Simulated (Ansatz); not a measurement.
**C₃H₅Ga: geometry and vibrations**

Aim: relax C₃H₅Ga from a cheap starting geometry, then compute its harmonic vibrations to see whether it is a minimum and to get the zero-point energy and entropy.

Computed with Ansatz 0.2.0, Gaussian basis. Level: RKS PBE0-D4/def2-TZVP.

Plan: relaxation at PBE0-D4/def2-TZVP; harmonic vibrations at the same level.

1 further run of the same task is left out (set aside as unsound or not needed).

### 1 Starting geometry

SMILES `C#[C][GaH][CH3]`, 9 atoms, charge 0, spin multiplicity 1.

Atoms are counted from 1 here; the program's logs count them from 0.

Bond lengths: C1–C2 1.209 Å, C1–H5 1.056 Å, C2–Ga3 1.967 Å, Ga3–C4 2.021 Å, Ga3–H6 1.577 Å, C4–H7 1.094 Å, C4–H8 1.094 Å, C4–H9 1.094 Å. Angles: C2–C1–H5 179.6°, C1–C2–Ga3 179.6°, C2–Ga3–C4 122.8°, C2–Ga3–H6 112.4°, C4–Ga3–H6 124.8°, Ga3–C4–H7 110.1°, Ga3–C4–H8 111.7°, Ga3–C4–H9 111.0°, H7–C4–H8 108.6°, H7–C4–H9 107.6°, H8–C4–H9 107.7°.

Geometry (Å):

| atom | x (Å) | y (Å) | z (Å) |
| --- | --- | --- | --- |
| C1 | 1.6397 | 0.8559 | -2.1594 |
| C2 | 1.0232 | 0.7625 | -1.1233 |
| Ga3 | 0.0120 | 0.6040 | 0.5562 |
| C4 | -1.0933 | -1.0240 | 1.0178 |
| H5 | 2.1791 | 0.9440 | -3.0629 |
| H6 | 0.1634 | 1.8783 | 1.4724 |
| H7 | -0.6586 | -1.9168 | 0.5576 |
| H8 | -1.1495 | -1.1803 | 2.0989 |
| H9 | -2.1161 | -0.9235 | 0.6427 |

The start is a GFN2-xTB geometry.

### 2 Optimising with PBE0-D4/def2-TZVP

in.yaml reads:

```yaml
crystal:
  periodic: [false, false, false]
  atoms:
    - {symbol: C, position_ang: [1.639720, 0.855860, -2.159390]}
    - {symbol: C, position_ang: [1.023170, 0.762550, -1.123290]}
    - {symbol: Ga, position_ang: [0.012000, 0.604020, 0.556180]}
    - {symbol: C, position_ang: [-1.093270, -1.024050, 1.017790]}
    - {symbol: H, position_ang: [2.179150, 0.943990, -3.062920]}
    - {symbol: H, position_ang: [0.163410, 1.878290, 1.472400]}
    - {symbol: H, position_ang: [-0.658620, -1.916790, 0.557650]}
    - {symbol: H, position_ang: [-1.149510, -1.180330, 2.098860]}
    - {symbol: H, position_ang: [-2.116060, -0.923530, 0.642730]}
basis:
  gaussian: {orbitals: def2-TZVP}
hamiltonian: {xc: pbe0, dispersion: d4}
relax: {f_tol: 0.005, max_steps: 150}
```

The runs that follow: Vibrations by finite differences.

Q: Predict the results of all the runs planned. Wanted: point group; shift from the start; total energy; dispersion term; dipole moment; lowest, highest wavenumber; zero-point energy.

The runs gave:

| quantity | value |
| --- | --- |
| point group | C1 |
| steps | 27 |
| shift from the start (rms) | 0.255 Å |
| total energy | -55558.9421 eV |
| dispersion term | -136 meV |
| dipole moment | 0.68 D |
| lowest, highest wavenumber | 27, 3459 cm⁻¹ |
| zero-point energy | 38.1 kcal/mol |
| entropy at 298.15 K | 346.1 J/(mol K) |

What this shows: The relaxed geometry lies 0.25 Å (rms) from the start; the bond that changed most is Ga3–C4, from 2.021 to 1.958 Å. No mode is imaginary: a true minimum at this level. The stiffest mode, 3459 cm⁻¹, is a C–H stretch, and 3 modes under 200 cm⁻¹ make the vibrational entropy uncertain. Harmonic hybrid wavenumbers usually lie a few per cent above measured fundamentals. The largest Mulliken charge, -0.55 e, sits on C4.
